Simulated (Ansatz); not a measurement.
# GaN₂ (sextet): from Hartree-Fock to the top rungs, cc-pVDZ

The task here is to estimate one member of a computed series from the others.

Computed with Ansatz 0.2.0, Gaussian basis. Level: cc-pVDZ, core rule «outside noble gas», up to 16 orbitals frozen.

Plan: UHF; CCSD(T) on ROHF; CCSD(T) on UHF; BCCD(T) on ROHF; CISD; CCSDT(Q) on ROHF; CCSDT(Q) on UHF; CASSCF and MRCISD+Q, 9 electrons in 10 orbitals; CASSCF and NEVPT2, 9 electrons in 10 orbitals.

44 further runs of the same task are left out: 16 for a known fault of the program, 12 that didn't finish, 16 set aside as unsound or not needed.

### What is computed

The geometry is a PBE0/def2-TZVP stationary point (not a proven minimum) of the parent state, kept for this charge and spin. No spin-orbit coupling is included. The filled d shell of Ga may be among the frozen orbitals whatever the setting's name suggests; the logs give the count.

3 atoms, charge 0, spin multiplicity 6.

Atoms are counted from 1 here; the program's logs count them from 0.

Bond lengths: N1–Ga2 1.807 Å, Ga2–N3 1.807 Å. Angles: N1–Ga2–N3 180.0°.

As a file:

```
N     0.0000    0.0000    1.8066
Ga    0.0000    0.0000    0.0000
N     0.0000    0.0000   -1.8066
```

The first run:

File in.yaml:

```yaml
crystal:
  periodic: [false, false, false]
  atoms:
    - {symbol: N, position_ang: [0.000000, 0.000000, 1.806600]}
    - {symbol: Ga, position_ang: [0.000000, 0.000000, 0.000000]}
    - {symbol: N, position_ang: [0.000000, 0.000000, -1.806600]}
basis:
  gaussian: {orbitals: cc-pVDZ}
magnetization: {spin_polarized: true, initial_magnetization: 5}
hamiltonian: {xc: hf}
output: {orbitals: {seedname: orbitals}}
```

Run with:

```console
$ ansatz run in.yaml --threads 1 --pin off --events-out ev --progress --plain --max-ram 2393MiB
```

Steps of the session up to this table: UHF; CCSD(T) on ROHF; CCSD(T) on UHF; BCCD(T) on ROHF; CISD; CCSDT(Q) on ROHF; CCSDT(Q) on UHF; CASSCF and MRCISD+Q, 9 electrons in 10 orbitals; CASSCF and NEVPT2, 9 electrons in 10 orbitals.

One of the session's tables, all rows but one given; the rest of the session is left out.

```
          method  from UCCSDT(Q) (kJ/mol)
            ROHF                   +785.3
             UHF                   +745.7
            RMP2                   +126.3
            UMP2                   +132.3
           RCCSD                    +26.1
           UCCSD                    +24.7
        RCCSD(T)                     +6.0
        UCCSD(T)                     +5.9
         BCCD(T)                        ?
          RCCSDT                     +2.2
          UCCSDT                     +1.8
       RCCSDT(Q)                     +0.5
       UCCSDT(Q)                        0
  CASSCF valence                   +649.2
  NEVPT2 valence                   +104.7
  MRCISD valence                    +55.0
MRCISD+Q valence                     +4.0
```

**Question.** Estimate the row for BCCD(T).

**Answer.** from UCCSDT(Q) (kJ/mol): +6.4. In the column «from UCCSDT(Q) (kJ/mol)» it lies between RCCSD(T) (+6.0) and UCCSD (+24.7).

Not comparable, so not listed: CISD (they don't share determinant, frozen orbitals or solution with the rows shown, or repeat one).

To keep in mind: Restricted and unrestricted rows rest on different reference determinants; where their highest levels disagree by more than a few hundredths of an eV, they describe different states and don't form one ladder.
